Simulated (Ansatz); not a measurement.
# CuCl: basis-set convergence

Aim: see how fast density functionals converge with the basis set for CuCl.

The runs use Ansatz 0.2.0, Gaussian basis; one geometry, several basis sets.

The runs, in order: PBE0-D4/def2-SVP; ωB97M-V/def2-SVP; PBE0-D4/def2-QZVPP; ωB97M-V/def2-QZVPP; the functionals' def2-TZVPP values are taken from earlier runs.

## 1. Structure used throughout

All runs share one geometry, relaxed beforehand with PBE0-D4 in a triple-zeta def2 set.

SMILES `[Cl][Cu]`, 2 atoms, charge 0, spin multiplicity 1.

Atoms are counted from 1 here; the program's logs count them from 0.

Bond lengths: Cl1–Cu2 2.076 Å.

## 2. PBE0-D4 in def2-SVP

Contents of in.yaml:

```yaml
crystal:
  periodic: [false, false, false]
  atoms:
    - {symbol: Cl, position_ang: [0.898308, -0.345181, 0.446366]}
    - {symbol: Cu, position_ang: [-0.868808, 0.284981, -0.442366]}
basis:
  gaussian: {orbitals: def2-SVP}
hamiltonian: {xc: pbe0, dispersion: d4}
output: {orbitals: {seedname: orbitals}}
```

Further steps of the session: ωB97M-V in def2-SVP; PBE0-D4 in def2-QZVPP; ωB97M-V in def2-QZVPP.

Before running them: what should the planned runs give, taken together? Wanted: PBE0-D4: double and triple zeta above quadruple; ωB97M-V: double and triple zeta above quadruple.

As calculated:

| quantity | value |
| --- | --- |
| PBE0-D4: double and triple zeta above quadruple | 12.70, 1.56 eV |
| ωB97M-V: double and triple zeta above quadruple | 12.63, 1.52 eV |

For PBE0-D4 the step from double to triple zeta gains 11.13 eV and the next only 1.56 eV. Total energies overstate the basis error of differences, where much of it tends to cancel.
